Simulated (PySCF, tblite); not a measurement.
**C4H6AlClO2: geometry, infrared bands and NMR shifts**

Aim: predict the infrared bands and NMR shifts of C4H6AlClO2 (`ClC1=CCC=[O+][AlH2-][O]1`).

The runs use tblite 0.8.0 and PySCF 2.14.0, with density-fitted response routines of our own; the level of theory stands in each step. All values are computed, except where a source is named. Atoms are numbered from 0 throughout.

### Step 1. The molecule as given

14 atoms, charge 0, multiplicity 1; geometry from: force field or distance geometry start.

Bonds of the start (Å): Cl0–C1 1.76, C1–C2 1.36, C2–C3 1.50, C3–C4 1.50, C4–O5 1.24, O5–Al6 1.82, Al6–O7 1.87, O7–C1 1.39, C2–H8 1.08, C3–H9 1.12, C3–H10 1.12, C4–H11 1.09, Al6–H12 1.59, Al6–H13 1.60.

### Step 2. Optimising the geometry with GFN2-xTB

The job: settings as JSON, then the geometry in Å.

```
{"job": {"kind": "relax", "xc": "GFN2-xTB", "basis": "xTB"}, "charge": 0, "multiplicity": 1}
Cl     2.469100     2.415000    -0.357100
C      1.140800     1.296300    -0.082000
C      1.472200     0.007500     0.206400
C      0.501400    -1.064900     0.603500
C     -0.415400    -1.479800    -0.512100
O     -1.335300    -0.773700    -0.938900
Al    -1.765000     0.881600    -0.307800
O     -0.150900     1.813400    -0.154100
H      2.517900    -0.261000     0.211100
H     -0.083800    -0.763000     1.510400
H      1.089500    -1.966400     0.910500
H     -0.261500    -2.450500    -0.980300
H     -2.779900     1.627600    -1.279700
H     -2.399900     0.717500     1.147900
```

Launch:

```sh
$ OMP_NUM_THREADS=1 python probes_run.py task.json out
```

This one command runs all jobs of the session in turn.

**Question.** This job is followed by: GFN2-xTB harmonic vibrations, gas phase; GIAO PBE0/pcSseg-1 NMR shielding, non-relativistic, gas phase. What will the session give for the following? strongest single infrared mode (GFN2-xTB); zero-point energy (GFN2-xTB); 13C shifts against TMS (PBE0/pcSseg-1); 1H shifts against TMS (PBE0/pcSseg-1); 35Cl shifts against HCl (PBE0/pcSseg-1); 17O shifts against H2O (PBE0/pcSseg-1); 27Al shifts against AlH4- (PBE0/pcSseg-1).

The runs gave:

| quantity | value |
| --- | --- |
| strongest single infrared mode (GFN2-xTB) | 648 cm⁻¹, 495 km/mol |
| zero-point energy (GFN2-xTB) | 54.9 kcal/mol |
| 13C shifts against TMS (PBE0/pcSseg-1) | 195.3, 90.8, 50.5, 36.7 ppm |
| 1H shifts against TMS (PBE0/pcSseg-1) | 5.75, 4.10, 4.02, 2.93, 2.32, 2.28 ppm |
| 35Cl shifts against HCl (PBE0/pcSseg-1) | 478 ppm |
| 17O shifts against H2O (PBE0/pcSseg-1) | 369.6, 106.1 ppm |
| 27Al shifts against AlH4- (PBE0/pcSseg-1) | 60.8 ppm |

In words: Over 81 steps the energy fell by 1.326 eV; of the close pairs, C2–C4 changed most, 2.508 to 1.653 Å. All 36 modes are real, so the xTB geometry is a minimum. The strongest single mode, at 648 cm⁻¹, has its largest shares on H13, C4 and H12 (the list is cut at 3 atoms). Unscaled tight-binding wavenumbers are off by several per cent, some by more. Its intensities can rank the bands wrongly. The structure rearranged or came apart on optimisation; the results belong to the end geometry, not to the formula as drawn. Shifts at one fixed geometry are not the observed spectrum, which averages over the motion. At PBE0/pcSseg-1: The widest tensor belongs to Cl0: span 848 ppm, with a paramagnetic part of -674 ppm.
